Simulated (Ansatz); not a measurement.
**Alloy of GaAs and GaBi (6 of 32 As sites exchanged), 64 atoms**

How does this alloy cell relax, and what gap do PBEsol and r²SCAN give?

Method: density functional theory in Ansatz 0.2.0, PAW datasets, plane waves.

## (1) The starting cell

64 atoms (32 Ga, 26 As, 6 Bi); a = 11.578 Å, b = 11.578 Å, c = 11.578 Å, α = 90.00°, β = 90.00°, γ = 90.00°. All atoms were shaken off their sites by about 0.02 Å along each axis.

Steps to follow: (2) PBEsol cell relaxation at the single k point (¼, ¼, ¼), on 1 × NVIDIA GB300 Max-Q with 8 threads of Arm Neoverse-V2; (3) r²SCAN single point at the single k point (¼, ¼, ¼), on 1 × NVIDIA GB300 Max-Q with 8 threads of Arm Neoverse-V2.

## (2) PBEsol relaxation of the cell and the positions

Contents of in.yaml:

```yaml
crystal:
  lattice:
    - [11.577542, 0.000000, 0.000000]
    - [0.000000, 11.577542, 0.000000]
    - [0.000000, 0.000000, 11.577542]
  atoms:
    - { symbol: Ga, position: [0.999258, 0.998418, 0.998207] }
    - { symbol: Ga, position: [0.998292, 0.002063, 0.499319] }
    - { symbol: Ga, position: [0.000756, 0.498407, 0.999271] }
    - { symbol: Ga, position: [0.999592, 0.499934, 0.498819] }
    - { symbol: Ga, position: [0.499971, 0.001356, 0.998685] }
    - { symbol: Ga, position: [0.498400, 0.001039, 0.500610] }
    - { symbol: Ga, position: [0.502322, 0.499628, 0.998873] }
    - { symbol: Ga, position: [0.502117, 0.502001, 0.496221] }
    - { symbol: Ga, position: [0.248484, 0.251081, 0.002548] }
    - { symbol: Ga, position: [0.250401, 0.249967, 0.501404] }
    - { symbol: Ga, position: [0.251985, 0.750294, 0.999299] }
    - { symbol: Ga, position: [0.250822, 0.748442, 0.500395] }
    - { symbol: Ga, position: [0.749836, 0.252140, 0.002055] }
    - { symbol: Ga, position: [0.752998, 0.249741, 0.497857] }
    - { symbol: Ga, position: [0.749253, 0.752461, 0.998737] }
    - { symbol: Ga, position: [0.750195, 0.750725, 0.500313] }
    - { symbol: Ga, position: [0.251577, 0.999969, 0.251676] }
    - { symbol: Ga, position: [0.249402, 0.000538, 0.751569] }
    - { symbol: Ga, position: [0.249309, 0.498215, 0.247916] }
    - { symbol: Ga, position: [0.250478, 0.499870, 0.749313] }
    - { symbol: Ga, position: [0.750146, 0.996148, 0.249014] }
    - { symbol: Ga, position: [0.752817, 0.002167, 0.753732] }
    - { symbol: Ga, position: [0.749071, 0.500400, 0.251158] }
    - { symbol: Ga, position: [0.749420, 0.503129, 0.749588] }
    - { symbol: Ga, position: [0.001710, 0.249069, 0.250117] }
    - { symbol: Ga, position: [0.998976, 0.249730, 0.750530] }
    - { symbol: Ga, position: [0.998646, 0.752124, 0.248832] }
    - { symbol: Ga, position: [0.000555, 0.752028, 0.750244] }
    - { symbol: Ga, position: [0.501624, 0.247581, 0.246878] }
    - { symbol: Ga, position: [0.500460, 0.249583, 0.749005] }
    - { symbol: Ga, position: [0.503302, 0.751090, 0.252584] }
    - { symbol: Ga, position: [0.502969, 0.750000, 0.751699] }
    - { symbol: As, position: [0.124693, 0.126319, 0.124783] }
    - { symbol: As, position: [0.127022, 0.126936, 0.628798] }
    - { symbol: As, position: [0.123814, 0.624865, 0.126673] }
    - { symbol: As, position: [0.125236, 0.624510, 0.621762] }
    - { symbol: As, position: [0.624021, 0.124745, 0.123371] }
    - { symbol: As, position: [0.624622, 0.127085, 0.625068] }
    - { symbol: As, position: [0.622058, 0.626721, 0.125971] }
    - { symbol: As, position: [0.625951, 0.624798, 0.626007] }
    - { symbol: As, position: [0.374004, 0.375227, 0.128518] }
    - { symbol: As, position: [0.376815, 0.375553, 0.627257] }
    - { symbol: As, position: [0.373167, 0.874423, 0.124609] }
    - { symbol: As, position: [0.373996, 0.877569, 0.624882] }
    - { symbol: As, position: [0.874368, 0.372318, 0.124411] }
    - { symbol: As, position: [0.874551, 0.374270, 0.626848] }
    - { symbol: As, position: [0.875926, 0.874316, 0.622708] }
    - { symbol: As, position: [0.373560, 0.125707, 0.876757] }
    - { symbol: As, position: [0.372957, 0.623769, 0.372926] }
    - { symbol: As, position: [0.875179, 0.125764, 0.875360] }
    - { symbol: As, position: [0.877145, 0.623162, 0.374626] }
    - { symbol: As, position: [0.123557, 0.375502, 0.372915] }
    - { symbol: As, position: [0.126203, 0.874733, 0.373900] }
    - { symbol: As, position: [0.123858, 0.875146, 0.874928] }
    - { symbol: As, position: [0.623940, 0.375202, 0.372197] }
    - { symbol: As, position: [0.625708, 0.376021, 0.877845] }
    - { symbol: As, position: [0.626009, 0.875492, 0.378346] }
    - { symbol: As, position: [0.627974, 0.874725, 0.873590] }
    - { symbol: Bi, position: [0.877512, 0.877773, 0.123483] }
    - { symbol: Bi, position: [0.373243, 0.126213, 0.374473] }
    - { symbol: Bi, position: [0.376900, 0.623630, 0.874904] }
    - { symbol: Bi, position: [0.875078, 0.124257, 0.376076] }
    - { symbol: Bi, position: [0.875963, 0.628482, 0.875014] }
    - { symbol: Bi, position: [0.129659, 0.374423, 0.877102] }
  symmetry: { detect: false }
kpoints:
  mp_grid: { grid: [1, 1, 1], shift: [0.25, 0.25, 0.25] }
hamiltonian:
  xc: pbesol
scf:
  occupations: { method: fermi_dirac, width: 0.01 }
relax:
  f_tol: 0.03
  max_steps: 80
  escape_saddle: false
  adjacent_minimum: "off"
  cell: { fix: [shape] }
output:
  forces: true
  eigenvalues: true
  populations: true
```

On the command line:

```sh
$ ansatz run in.yaml --threads 8 --pin off --max-ram 118750MiB --runs-dir r --events-out ev --progress --plain --backend cuda --devices 0,
```

Further steps of the session: r²SCAN on the final geometry.

Q: Predict the outcome of this session. Wanted: for each run, top filled to lowest empty.

As calculated:

```
             level         time  top filled to lowest empty (eV)
PBEsol, relaxation   11 s (GPU)                             0.79
            r²SCAN  8.3 s (GPU)                             1.20
```

| quantity | value |
| --- | --- |
| relaxation | 6 recorded steps, 3.89 eV gained |
| largest shift | 0.25 Å (Ga15) |
| relaxed cell | a = 11.563 Å, b = 11.563 Å, c = 11.563 Å, α = 90.00°, β = 90.00°, γ = 90.00° |
| mean bonds | As–Ga 2.470, Bi–Ga 2.662 Å |

Relaxation gains 3.89 eV, with shifts up to 0.25 Å (Ga15), while the volume changes by -0.4 %. The mean lengths of the listed bonds run from As–Ga 2.47 Å to Bi–Ga 2.66 Å. Spin–orbit coupling is left out, which matters for the band edges of the heavier elements here. With one k point the spacing samples only the states that fold onto it, so it can exceed the gap over the zone.
